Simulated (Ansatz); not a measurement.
# Co: the cost of one run

Method: DFT PBEsol, scalar-relativistic, in Ansatz 0.2.0.

### Step 1. The system as given

It takes space group P6_3/mmc (No. 194, hexagonal). The conventional cell has a = 2.519 Å, b = 2.519 Å, c = 4.091 Å, α = 90.00°, β = 90.00°, γ = 120.00°. Co (site symmetry -6m2) has 12 Co at 2.51 to 2.52 Å as nearest neighbours.

Coordinates:

```
CELL_PARAMETERS angstrom
2.51900 0.00000 0.00000
-1.25950 2.18152 0.00000
0.00000 0.00000 4.09100
ATOMIC_POSITIONS crystal
Co 0.33333 0.66667 0.25000
Co 0.66667 0.33333 0.75000
```

Atoms are numbered in the order of the input: Co1, Co2.

### Step 2. Volume × 0.96, LAPW

File input.yaml:

```yaml
crystal:
  lattice:
    - [2.4849561438, 0.0, 0.0]
    - [-1.2424780719, 2.1520351478, 0.0]
    - [0.0, 0.0, 4.0357094384]
  atoms:
    - { symbol: Co, position: [0.3333333333, 0.6666666667, 0.25], spin: 2.0 }
    - { symbol: Co, position: [0.6666666667, 0.3333333333, 0.75], spin: 2.0 }
magnetization:
  spin_polarized: true
kpoints:
  mp_grid: { grid: [19, 19, 10] }
  band_path:
    path:
      - [0.0, 0.0, 0.0]
      - [0.5, 0.0, 0.0]
      - [0.3333333333, 0.3333333333, 0.0]
      - [0.0, 0.0, 0.0]
      - [0.0, 0.0, 0.5]
      - [0.5, 0.0, 0.5]
      - [0.3333333333, 0.3333333333, 0.5]
      - [0.0, 0.0, 0.5]
      - [0.5, 0.0, 0.5]
    npoints: 5
scf:
  occupations: { method: fermi_dirac, width: 0.05 }
hamiltonian:
  xc: pbesol
  pseudopotentials: { kind: all_electron, lapw: { basis_error: 0.0005 } }
output:
  forces: true
  stress: true
  eigenvalues: true
```

The run is started by

```
> ansatz run input.yaml --threads 1 --pin off --max-ram 3072MiB --backend cpu --events-out ev --progress --plain --runs-dir out
```

What time and memory should one allow on 1 thread of Arm Neoverse V2, shared host?

About 1.9 min, with a peak of 1 GiB.
